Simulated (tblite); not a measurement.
# FGe2H6Si: the cost of one run

Programs: tblite 0.8.0 and PySCF 2.14.0. All values are calculated, for the isolated system unless a continuum is named. Atoms count from 0, parts from 1.

### 1 Starting point

10 atoms, charge 0, multiplicity 2; geometry: distance geometry start.

### 2 Relaxing the cluster with GFN2-xTB

Job settings and geometry (Å):

```
{"job": {"kind": "relax", "xc": "GFN2-xTB", "basis": "xTB"}, "charge": 0, "multiplicity": 2}
Ge    -0.089439    -1.130232    -0.044538
Si    -1.822769     0.252299     0.401267
Ge     1.925589     0.116736    -0.287648
F     -0.380676    -2.302098    -1.288380
H     -1.409640     1.241626     1.435587
H     -2.275828     1.056660    -0.745288
H     -2.937184    -0.526975     0.917962
H      3.170073    -0.815393    -0.224805
H      1.971259     1.175064     0.863535
H      1.874082     0.950500    -1.603819
```

Method: GFN2-xTB geometry optimisation, gas phase.

Started as:

```
> OMP_NUM_THREADS=1 python cluster_run.py task.json out
```

The driver reads the jobs from task.json and runs them one after another.

**Question.** How long does this first job take on 1 thread of Intel Xeon 6975P-C, shared host?

About 1.1 s.
